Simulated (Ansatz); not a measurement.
## Co2SbAs: equation of state with PBE

Co2SbAs:

```
Sb As Co
1.0
     3.72624    0.00000    0.00000
    -1.86312    3.22702    0.00000
     0.00000    0.00000    5.12865
Sb As Co
1 1 2
Direct
  0.00000 0.00000 0.50000
  0.33333 0.66667 0.00000
  0.66667 0.33333 0.76366
  0.66667 0.33333 0.23634
```

The cell comes from a database or a generator and needn't be the stable form of this composition.

```yaml
Program: Ansatz 0.2.0
Task: equation of state
Functional: PBE
Potentials_or_basis: Ansatz PAW
Cutoff: 420 eV
Density_cutoff: 1680 eV
k_mesh: 8 × 8 × 5
Occupations: fermi-dirac, width 0.05 eV
Spin: collinear spin, ferromagnetic start
Starting_moments: "[0.0, 0.0, 2.0, 2.0] μB"
```

The equilibrium volume is 15.40 Å³/atom. The bulk modulus at fixed shape and positions is 143 GPa. The pressure derivative of the bulk modulus is 4.9.

Energy against volume, from the lowest point:
```csv
volume (Å³/atom),energy (meV/atom)
14.493,26.99
14.801,11.31
15.109,2.56
15.418,0.00
15.726,2.93
16.034,10.72
16.343,22.85
```

All runs of the series together: 99 s on 2 threads of Intel(R) Xeon(R) Processor @ 2.70GHz, on a shared host.

Caveat: the cell was scaled at fixed shape and fractional positions, which overstates the stiffness of a crystal with free parameters, most of all of layers and chains. The run has no spin-orbit coupling, so splittings on Sb are missing.
